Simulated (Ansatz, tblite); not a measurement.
# The cluster Al6As7H20+: a ladder of methods and basis sets

One table from this session's results is given with a row withheld; the runs are named, their logs left out.

The runs use Ansatz 0.2.0, Gaussian basis; as each input shows.

Plan: GFN1-xTB, GFN2-xTB, PBE-D4/def2-TZVP, r2SCAN-D4/def2-TZVP, B3LYP-D4/def2-TZVP, B97M-V/def2-TZVP, BHLYP-D4/def2-TZVP, PBE-D4/def2-SVP, PBE0-D4/def2-SVP, HF/6-31G, B3LYP-D4/6-31G, MP2/def2-SVP, RPA/def2-SVP.

### The structure

The singlet was relaxed beforehand with PBE-D4/def2-SVP.

33 atoms, charge 1, spin multiplicity 1.

Bond lengths: As1–Al9 2.533 Å, As1–Al10 2.507 Å, As1–H14 1.524 Å, As1–H15 1.523 Å, As2–Al8 2.541 Å, As2–Al11 2.540 Å, As2–H16 1.526 Å, As2–H17 1.528 Å, As3–Al9 2.519 Å, As3–Al12 2.520 Å, As3–H18 1.523 Å, As3–H19 1.523 Å, As4–Al8 2.565 Å, As4–Al9 2.459 Å, As4–Al13 2.477 Å, As4–H20 1.526 Å, As5–Al10 2.499 Å, As5–Al13 2.538 Å and more. Angles: Al9–As1–Al10 124.0°, Al9–As1–H14 111.2°, Al9–As1–H15 106.9°, Al10–As1–H14 108.1°, Al10–As1–H15 105.6°, H14–As1–H15 97.7°, Al8–As2–Al11 133.5°, Al8–As2–H16 103.5°, Al8–As2–H17 106.5°, Al11–As2–H16 104.6°, Al11–As2–H17 106.5°, H16–As2–H17 96.1°, Al9–As3–Al12 122.9°, Al9–As3–H18 110.2°, Al9–As3–H19 106.8°, Al12–As3–H18 109.0°, Al12–As3–H19 107.0°, H18–As3–H19 98.0° and more.

Geometry (Å):

```xyz
33

As    0.75027   -3.45896    0.58452
As   -2.32156    2.42337   -1.99459
As    0.69467   -0.78816   -2.18526
As   -2.12296   -0.64625    0.40509
As    0.72293   -0.70240    3.22690
As    0.59842    2.12841    0.42206
As    3.42824   -0.66383    0.51338
Al   -3.75598    0.47072   -1.22792
Al   -0.89844   -2.29520   -0.94646
Al    2.33207   -2.25618    2.11273
Al   -0.69299    3.96891   -0.80659
Al    2.16418    0.89996   -1.02665
Al   -0.85264    0.81951    1.94574
H     1.53615   -4.52811   -0.16479
H    -0.05834   -4.38840    1.47988
H    -3.32225    3.36136   -2.66266
H    -1.63223    1.97545   -3.28281
H     1.54412   -1.60324   -3.15141
H    -0.12931   -0.02882   -3.21748
H    -2.98752   -1.52616    1.30423
H    -0.04832   -1.54417    4.23661
H     1.53796    0.11682    4.22043
H     1.56184    2.86558    1.35023
H     4.50539   -1.42996   -0.24452
H     4.35009    0.20732    1.35619
H    -3.82210   -0.56439   -2.44778
H    -4.95899    1.05907   -0.36415
H    -1.65763   -3.35293   -1.85554
H     3.29754   -3.14954    3.00135
H     0.30906    4.57248   -1.89272
H    -1.51110    4.73583    0.32717
H     3.15441    1.66770   -2.00279
H    -1.71497    1.65421    2.98762
```

The ion is computed in the gas phase, without counter-ions or solvent.

PBE0-D4/def2-TZVP was run before; its log isn't repeated, and its numbers join the tables.

The first run:

Tight binding, by tblite at 300 K electronic temperature and without a spin-polarisation term:

```python
tblite.interface.Calculator('GFN1-xTB', numbers, positions, charge=1, uhf=0).singlepoint()
```

Tight binding, by tblite at 300 K electronic temperature and without a spin-polarisation term:

```python
tblite.interface.Calculator('GFN2-xTB', numbers, positions, charge=1, uhf=0).singlepoint()
```

start.molden holds the orbitals of an earlier run on this state, given as this run's starting guess.

in.yaml

```yaml
crystal:
  periodic: [false, false, false]
  atoms:
    - {symbol: As, position_ang: [0.750266, -3.458959, 0.584518]}
    - {symbol: As, position_ang: [-2.321555, 2.423367, -1.994588]}
    - {symbol: As, position_ang: [0.694666, -0.788156, -2.185265]}
    - {symbol: As, position_ang: [-2.122961, -0.646246, 0.405092]}
    - {symbol: As, position_ang: [0.722925, -0.702401, 3.226905]}
    - {symbol: As, position_ang: [0.598423, 2.128408, 0.422060]}
    - {symbol: As, position_ang: [3.428242, -0.663833, 0.513381]}
    - {symbol: Al, position_ang: [-3.755980, 0.470720, -1.227918]}
    - {symbol: Al, position_ang: [-0.898441, -2.295202, -0.946456]}
    - {symbol: Al, position_ang: [2.332066, -2.256185, 2.112733]}
    - {symbol: Al, position_ang: [-0.692994, 3.968913, -0.806593]}
    - {symbol: Al, position_ang: [2.164176, 0.899958, -1.026645]}
    - {symbol: Al, position_ang: [-0.852642, 0.819513, 1.945739]}
    - {symbol: H, position_ang: [1.536155, -4.528106, -0.164790]}
    - {symbol: H, position_ang: [-0.058340, -4.388403, 1.479882]}
    - {symbol: H, position_ang: [-3.322248, 3.361359, -2.662657]}
    - {symbol: H, position_ang: [-1.632229, 1.975455, -3.282811]}
    - {symbol: H, position_ang: [1.544125, -1.603242, -3.151409]}
    - {symbol: H, position_ang: [-0.129305, -0.028820, -3.217482]}
    - {symbol: H, position_ang: [-2.987518, -1.526159, 1.304226]}
    - {symbol: H, position_ang: [-0.048323, -1.544171, 4.236611]}
    - {symbol: H, position_ang: [1.537962, 0.116825, 4.220434]}
    - {symbol: H, position_ang: [1.561840, 2.865578, 1.350225]}
    - {symbol: H, position_ang: [4.505391, -1.429958, -0.244522]}
    - {symbol: H, position_ang: [4.350087, 0.207323, 1.356193]}
    - {symbol: H, position_ang: [-3.822101, -0.564389, -2.447776]}
    - {symbol: H, position_ang: [-4.958990, 1.059070, -0.364153]}
    - {symbol: H, position_ang: [-1.657631, -3.352933, -1.855541]}
    - {symbol: H, position_ang: [3.297536, -3.149543, 3.001347]}
    - {symbol: H, position_ang: [0.309060, 4.572478, -1.892724]}
    - {symbol: H, position_ang: [-1.511098, 4.735834, 0.327170]}
    - {symbol: H, position_ang: [3.154406, 1.667703, -2.002795]}
    - {symbol: H, position_ang: [-1.714971, 1.654212, 2.987618]}
basis:
  gaussian: {orbitals: def2-TZVP, fitting: {mean_field: def2-universal-jkfit}, initial_orbitals: start.molden}
total_charge: 1
hamiltonian: {xc: pbe, dispersion: d4}
scf: {omitted_lower_state_checks: [starts]}
output: {orbitals: {seedname: orbitals}}
```

Started as:

```bash
$ ansatz run in.yaml --threads 2 --pin off --events-out ev --progress --plain --max-ram 32768MiB --backend cuda --devices 0, --max-vram 18GiB
```

Steps of the session up to this table: PBE-D4/def2-TZVP; r2SCAN-D4/def2-TZVP; B3LYP-D4/def2-TZVP; B97M-V/def2-TZVP; BHLYP-D4/def2-TZVP; PBE-D4/def2-SVP; PBE0-D4/def2-SVP; HF/6-31G; B3LYP-D4/6-31G; MP2/def2-SVP; RPA/def2-SVP.

One table of the session follows, with a row left open; its other results are not shown here.

| level | HOMO (eV) | LUMO (eV) | gap (eV) |
| --- | --- | --- | --- |
| HF/6-31G | -12.60 | -1.59 | 11.01 |
| PBE-D4/def2-SVP | ? | ? | ? |
| PBE-D4/def2-TZVP | -9.15 | -5.52 | 3.63 |
| r2SCAN-D4/def2-TZVP | -9.41 | -5.40 | 4.01 |
| B97M-V/def2-TZVP | -9.54 | -5.57 | 3.97 |
| B3LYP-D4/6-31G | -9.99 | -4.63 | 5.36 |
| B3LYP-D4/def2-TZVP | -10.01 | -4.95 | 5.06 |
| PBE0-D4/def2-SVP | -10.20 | -4.73 | 5.47 |
| PBE0-D4/def2-TZVP | -10.19 | -4.79 | 5.41 |
| BHLYP-D4/def2-TZVP | -11.14 | -3.93 | 7.22 |

Q: Estimate the row for PBE-D4/def2-SVP from the others.

**Answer.** HOMO (eV): -9.13; LUMO (eV): -5.45; gap (eV): 3.68. In the column «HOMO (eV)» it is the highest.
